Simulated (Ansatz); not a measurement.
**CH7BGeS: geometry optimisation, by script**

Aim: a geometry optimisation, for CH7BGeS, run from a script.

All numbers are computed with Ansatz 0.2.0 through its Python package. Level of theory: PBE0/def2-SVP.

**1. Starting point**

Bond lengths: C1–B2 1.520 Å, B2–S3 1.860 Å, S3–Ge4 2.166 Å, C1–H5 1.158 Å, C1–H6 1.150 Å, C1–H7 1.096 Å, B2–H8 1.206 Å, Ge4–H9 1.487 Å, Ge4–H10 1.619 Å, Ge4–H11 1.560 Å. Angles (14 of 16 angles, heavy atoms first): C1–B2–S3 119.1°, B2–S3–Ge4 93.8°, C1–B2–H8 121.3°, S3–B2–H8 119.5°, B2–C1–H5 111.5°, B2–C1–H6 112.6°, B2–C1–H7 112.7°, S3–Ge4–H9 112.4°, S3–Ge4–H10 107.7°, S3–Ge4–H11 112.1°, H5–C1–H6 105.2°, H5–C1–H7 107.2°, H6–C1–H7 107.3°, H9–Ge4–H10 108.3°.

The script holds or builds the structure itself.

**2. The code**

Input file opt_ch7bges.py:

```python
'''Geometry optimisation of CH7BGeS.'''

import ansatz
import numpy as np

BASIS_SET = 'def2-SVP'
FUNCTIONAL = 'pbe0'

GEOMETRY = '''
C    -0.66580    1.55470   -0.55690
B     0.65420    0.80220   -0.51740
S     1.27520    0.14940    1.10950
Ge    0.37220   -1.80000    0.83760
H    -0.92300    1.90390   -1.63010
H    -0.64620    2.51500    0.07570
H    -1.50850    0.94920   -0.20330
H     1.32100    0.65290   -1.51160
H     0.80920   -2.45490   -0.42390
H    -1.23250   -1.59610    0.77580
H     0.60960   -2.73340    2.06510
'''

mol = ansatz.Crystal.molecule()
for line in GEOMETRY.strip().splitlines():
    symbol, *xyz = line.split()
    mol = mol.atom(symbol, [float(v) for v in xyz])

job = mol.calculation().basis(gaussian=BASIS_SET).functional(FUNCTIONAL)
symbols = [site.symbol for site in mol.cartesian_sites]
start = np.array([site.position_ang for site in mol.cartesian_sites], dtype=float)
r = job.relax(force_tolerance=0.02).run(threads=1, pin='off').report
end = np.array(r['positions_ang'])

for key in ('converged', 'free_energy_ev', 'reference_energy_ev', 'n_frozen', 'n_occupied', 'n_virtual'):
    print(f'{key:22s} {r[key]}')

print('bond        before    after (A)')
for i, j in [(0, 1), (0, 4), (0, 5), (0, 6), (1, 2), (1, 7), (2, 3), (3, 8), (3, 9), (3, 10)]:
    d0, d1 = (np.linalg.norm(xyz[i] - xyz[j]) for xyz in (start, end))
    print(f'{symbols[i]}{i}-{symbols[j]}{j}'.ljust(10), f'{d0:8.4f} {d1:8.4f}')
```

**3. The calls as engine input**

The engine receives this input:

```yaml
crystal:
  periodic: [false, false, false]
  atoms:
    - { symbol: C, position_ang: [-0.6658, 1.5547, -0.5569] }
    - { symbol: B, position_ang: [0.6542, 0.8022, -0.5174] }
    - { symbol: S, position_ang: [1.2752, 0.1494, 1.1095] }
    - { symbol: Ge, position_ang: [0.3722, -1.8, 0.8376] }
    - { symbol: H, position_ang: [-0.923, 1.9039, -1.6301] }
    - { symbol: H, position_ang: [-0.6462, 2.515, 0.0757] }
    - { symbol: H, position_ang: [-1.5085, 0.9492, -0.2033] }
    - { symbol: H, position_ang: [1.321, 0.6529, -1.5116] }
    - { symbol: H, position_ang: [0.8092, -2.4549, -0.4239] }
    - { symbol: H, position_ang: [-1.2325, -1.5961, 0.7758] }
    - { symbol: H, position_ang: [0.6096, -2.7334, 2.0651] }
basis:
  gaussian:
    orbitals: def2-SVP
hamiltonian:
  xc: pbe0
relax:
  f_tol: 0.02
```

**4. Running it**

The run is started by

```
> python opt_ch7bges.py
```

Q: Predict the main results. Wanted: total energy; dipole moment; moves of the relaxation; energy gained; last largest force component.

**Answer**, as computed:

| quantity | value |
| --- | --- |
| total energy | -69157.1834 eV |
| dipole moment | 0.89 D |
| moves of the relaxation | 17 |
| energy gained | 0.867 eV |
| last largest force component | 0.0140 eV/Å |

In words: After 17 moves the largest shift is 2.024 Å, of atom 8 (H). So large a move can change the bonding: the results belong to the relaxed structure. The end point is the stationary point reached from this start; no frequency run checks that it is a minimum, and the basis set is modest.
